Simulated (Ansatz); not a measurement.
**Os (bcc type): how the settings move a single-point run**

How sensitive is a single-point run of Os (bcc type) to its settings? A reference run comes first, then one run with altered input.

Program: Ansatz 0.2.0. Level of theory: reference: DFT, PBEsol, all-electron LAPW, scalar-relativistic. These are calculated values, not measurements.

2 further runs of the same task are left out: 2 that didn't finish. Runs told in other sessions of the task aren't counted.

**1. The system as given**

Symmetry: Im-3m, No. 229, cubic system. The conventional cell has a = 2.782 Å, b = 2.782 Å, c = 2.782 Å, α = 90.00°, β = 90.00°, γ = 90.00°. Os (site symmetry m-3m) is surrounded by 8 Os at 2.41 Å.

As a file:

```
CELL_PARAMETERS angstrom
-1.39102 1.39102 1.39102
1.39102 -1.39102 1.39102
1.39102 1.39102 -1.39102
ATOMIC_POSITIONS crystal
Os 0.00000 0.00000 0.00000
```

**2. The reference run**

File input.yaml:

```yaml
crystal:
  lattice:
    - [-1.3910170379, 1.3910170379, 1.3910170379]
    - [1.3910170379, -1.3910170379, 1.3910170379]
    - [1.3910170379, 1.3910170379, -1.3910170379]
  atoms:
    - { symbol: Os, position: [0.0, 0.0, 0.0] }
kpoints:
  mp_grid: { grid: [19, 19, 19] }
scf:
  occupations: { method: fermi_dirac, width: 0.05 }
hamiltonian:
  xc: pbesol
  pseudopotentials: { kind: all_electron, lapw: { basis_error: 0.001 } }
output:
  forces: true
  stress: true
  eigenvalues: true
  populations: true
```

The run is started by

```bash
> ansatz run input.yaml --threads 1 --pin off --max-ram 2048MiB --backend cpu --events-out ev --progress --plain --runs-dir out
```

**3. Changing settings: dispersion d3bj**

input.yaml, as its differences from that of step 2:

```diff
@@ -14,2 +14,3 @@
   pseudopotentials: { kind: all_electron, lapw: { basis_error: 0.001 } }
+  dispersion: d3bj
 output:
```

Q: Predict the outcome of this session. Wanted: for each run, ending; energy change; pressure; gap; force.

The runs gave:

| run | ending | energy change | pressure (GPa) | gap (eV) | force (eV/Å) | cycles | time |
| --- | --- | --- | --- | --- | --- | --- | --- |
| reference | converged | 0 | 213.4 | 0.00 | 0.00 | 7 | 39 s |
| 1: dispersion d3bj | converged | -869.4 meV/atom (offset of the dispersion model) | 200.4 | 0.00 | 0.00 | 7 | 40 s |

Residual by cycle in the longest SCF loop of each run; runs are numbered as in the table. The quantity is the density residual dr2, in eV.

| cycle | reference | run 1 |
| --- | --- | --- |
| 1 | 0.0364 | 0.0364 |
| 2 | 0.0093 | 0.0093 |
| 3 | 0.004 | 0.004 |
| 4 | 0.00115 | 0.00115 |
| 5 | 1.1e-4 | 1.1e-4 |
| 6 | 3.9e-6 | 3.9e-6 |
| 7 | 4.4e-8 | 4.4e-8 |

**Reading.** The energy moves by -869.4 meV/atom, nearly all of it the dispersion term itself (-869.4 meV/atom); that offset belongs to the model and is no gain or loss of stability; the pressure goes from 213.4 to 200.4 GPa. The structure is not at rest: the sound run finds 213 GPa, so these are no properties of the relaxed crystal. 
